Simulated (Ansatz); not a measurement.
Task: harmonic frequencies at the relaxed geometry of AlFH4SiTe, SMILES [F][Al]([SiH3])[TeH], with the Ansatz DFT code, driven from Python. Give the script and its output. Level of theory (for the species named): PBE, def2-SVP basis, multiplicity 1.

```json
{"atom": "F", "x (Å)": "-0.5508", "y (Å)": "-0.1762", "z (Å)": "2.6069"}
{"atom": "Al", "x (Å)": "-0.5930", "y (Å)": "-0.2623", "z (Å)": "0.7980"}
{"atom": "Si", "x (Å)": "0.7555", "y (Å)": "1.1692", "z (Å)": "-0.4935"}
{"atom": "Te", "x (Å)": "-2.0134", "y (Å)": "-2.0199", "z (Å)": "-0.3971"}
{"atom": "H", "x (Å)": "0.6173", "y (Å)": "0.8521", "z (Å)": "-1.9247"}
{"atom": "H", "x (Å)": "0.4102", "y (Å)": "2.5823", "z (Å)": "-0.2306"}
{"atom": "H", "x (Å)": "2.2203", "y (Å)": "0.9640", "z (Å)": "-0.0949"}
{"atom": "H", "x (Å)": "-0.7539", "y (Å)": "-3.1664", "z (Å)": "-0.3200"}
```

The script, `alfh4site_freq.py`:
```python
"""Harmonic frequencies of AlFH4SiTe at its relaxed geometry."""

import ansatz as az
import numpy as np

mol = (
    az.Crystal.molecule()
    .atom("F", (-0.5508, -0.1762, 2.6069))
    .atom("Al", (-0.593, -0.2623, 0.798))
    .atom("Si", (0.7555, 1.1692, -0.4935))
    .atom("Te", (-2.0134, -2.0199, -0.3971))
    .atom("H", (0.6173, 0.8521, -1.9247))
    .atom("H", (0.4102, 2.5823, -0.2306))
    .atom("H", (2.2203, 0.964, -0.0949))
    .atom("H", (-0.7539, -3.1664, -0.32))
)

model = (
    mol.calculation()
    .basis(gaussian="def2-SVP")
    .functional("PBE")
)
symbols = [site.symbol for site in mol.cartesian_sites]
start = np.array([site.position_ang for site in mol.cartesian_sites], dtype=float)
r = model.relax(force_tolerance=0.003).run(threads=1).report
end = np.array(r["positions_ang"])

print("final positions (A) and the move of each atom")
for symbol, xyz, old in zip(symbols, end, start):
    print(f"{symbol:2s} {xyz[0]:10.5f} {xyz[1]:10.5f} {xyz[2]:10.5f}   {np.linalg.norm(xyz - old):7.4f}")

# frequencies need a stationary point, so they are taken at the relaxed geometry
minimum = az.Crystal.molecule()
for symbol, place in zip(symbols, end):
    minimum = minimum.atom(symbol, place.tolist())
vibrating = (
    minimum.calculation()
    .basis(gaussian="def2-SVP")
    .functional("PBE")
    .phonons(temperatures=(200, 600, 100))
)
vib = vibrating.run(threads=1).report["vibrations"]
sums = vib["harmonic_sums"]
modes = [m["omega_inv_cm"] for m in sums["modes_at_gamma"] if m["rigid_motion"] == "no"]
print("frequencies (1/cm):", " ".join(f"{w:.0f}" for w in modes))
print("imaginary modes:", sum(w < 0 for w in modes), " zero-point energy:", round(sums["zero_point_energy_ev"], 4), "eV")
print("T (K)   F_vib (eV)   S_vib (meV/K)   C_vib (meV/K)")
for row in zip(sums["temperatures_k"], sums["vibrational_free_energy_ev"], vib["entropy_ev_per_k"], vib["heat_capacity_ev_per_k"]):
    print(f"{row[0]:6.1f} {row[1]:11.4f} {1000 * row[2]:13.4f} {1000 * row[3]:15.4f}")
```

Output of `python alfh4site_freq.py`:
```text
final positions (A) and the move of each atom
F    -0.77826    0.05981    2.60601    0.3278
Al   -0.54907   -0.37451    0.99191    0.2283
Si    0.84143    1.04273   -0.44510    0.1604
Te   -1.73763   -2.51572    0.30532    0.9029
H     0.90688    0.47628   -1.83977    0.4820
H     0.27731    2.43834   -0.52461    0.3533
H     2.24519    1.13696    0.09608    0.2589
H    -1.11366   -2.32108   -1.24574    1.3042
frequencies (1/cm): 37 75 144 148 225 251 413 428 465 509 807 828 895 898 2056 2144 2159 2163
imaginary modes: 0  zero-point energy: 0.9078 eV
T (K)   F_vib (eV)   S_vib (meV/K)   C_vib (meV/K)
 200.0      0.8430        0.6767          0.6435
 300.0      0.7601        0.9748          0.8276
 400.0      0.6495        1.2313          0.9542
 500.0      0.5149        1.4547          1.0480
 600.0      0.3594        1.6526          1.1232
```

What to keep in mind:
- The frequencies are harmonic and unscaled, in a modest basis.
- def2 sets replace the cores of elements past krypton by effective core potentials.
- Wall time of the script: 3.2 min on 1 thread of Arm Neoverse V2, on a shared host, peak memory 0.22 GiB.
